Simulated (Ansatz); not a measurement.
# CH3BN2: one species, many methods

One table from this session's results is given with a row withheld; the runs are named, their logs left out.

Method: functionals in def2-TZVPP, the program's frozen cores in correlated methods; program: Ansatz 0.2.0, Gaussian basis.

Levels to be run: LDA (SPW92), PBE-D4, revPBE-D4, BLYP-D4, r2SCAN-D4, B97M-V, PBE0-D4, B3LYP-D4, r2SCANh-D4, r2SCAN0-D4, HSE06-D4, BHLYP-D4, CAM-B3LYP-D4, LC-ωPBE, ωB97X-V, ωB97M-V, B2PLYP, PBE-QIDH; CCSD(T)/def2-SVP; CCSD(T)/def2-TZVPP; MP2/def2-QZVPP; extrapolation to the limit; RPA on PBE.

### The relaxed structure

All runs share one geometry, relaxed beforehand with PBE0-D4 in a triple-zeta def2 set.

SMILES `N=C1BN1`, 7 atoms, charge 0, spin multiplicity 1.

Atoms are counted from 1 here; the program's logs count them from 0.

Bond lengths: N1–C2 1.256 Å, N1–H5 1.020 Å, C2–B3 1.512 Å, C2–N4 1.406 Å, B3–N4 1.382 Å, B3–H6 1.182 Å, N4–H7 1.010 Å. Angles: C2–N1–H5 112.2°, N1–C2–B3 162.1°, N1–C2–N4 141.5°, B3–C2–N4 56.4°, C2–B3–N4 57.9°, C2–B3–H6 159.9°, N4–B3–H6 142.1°, C2–N4–B3 65.7°, C2–N4–H7 140.8°, B3–N4–H7 153.6°.

The first run:

in.yaml

```yaml
crystal:
  periodic: [false, false, false]
  atoms:
    - {symbol: N, position_ang: [-1.387861, 0.620894, -0.862429]}
    - {symbol: C, position_ang: [-0.493852, 0.217800, -0.078094]}
    - {symbol: B, position_ang: [0.265405, -0.123056, 1.183656]}
    - {symbol: N, position_ang: [0.786753, -0.362373, -0.073199]}
    - {symbol: H, position_ang: [-1.124937, 0.499373, -1.840542]}
    - {symbol: H, position_ang: [0.514687, -0.233134, 2.334328]}
    - {symbol: H, position_ang: [1.501005, -0.687506, -0.709419]}
basis:
  gaussian: {orbitals: def2-TZVPP}
hamiltonian: {xc: lda}
output: {orbitals: {seedname: orbitals}}
```

Run with:

```console
$ ansatz run in.yaml --threads 2 --pin off --events-out ev --progress --plain --max-ram 4352MiB
```

Steps of the session up to this table: LDA; PBE-D4 (GGA); revPBE-D4 (GGA); BLYP-D4 (GGA); r2SCAN-D4 (meta-GGA); B97M-V (meta-GGA); B3LYP-D4 (hybrid); r2SCANh-D4 (hybrid); r2SCAN0-D4 (hybrid); HSE06-D4 (hybrid); BHLYP-D4 (hybrid); CAM-B3LYP-D4 (range-separated); LC-ωPBE (range-separated); ωB97X-V (range-separated); ωB97M-V (range-separated); B2PLYP (double hybrid); PBE-QIDH (double hybrid).

One of the session's tables, all rows but one given; the rest of the session is left out.

```
  functional  HOMO (eV)  gap (eV)
 LDA (SPW92)      -5.83      3.75
      PBE-D4      -5.74      3.92
   revPBE-D4      -5.70      3.98
     BLYP-D4      -5.63      3.94
   r2SCAN-D4      -6.01      4.50
      B97M-V      -6.17      4.69
     PBE0-D4      -7.15      6.35
    B3LYP-D4      -6.92      5.87
  r2SCANh-D4      -6.53      5.39
  r2SCAN0-D4      -7.33      6.72
    HSE06-D4      -6.75      5.56
    BHLYP-D4          ?         ?
CAM-B3LYP-D4      -8.53      8.86
     LC-ωPBE      -9.86     11.39
     ωB97X-V      -9.54     10.98
     ωB97M-V      -9.45     10.67
```

Estimate the missing values for BHLYP-D4.

Worked estimate for «HOMO (eV)». Against the share of exact exchange, BLYP-D4 (0, -5.63), B3LYP-D4 (0.2, -6.92) give a slope of -6.45 per unit share; at 0.5 the line stands at -8.85.

As computed: HOMO (eV): -8.49; gap (eV): 8.73. In «HOMO (eV)» the line misses by -0.36.
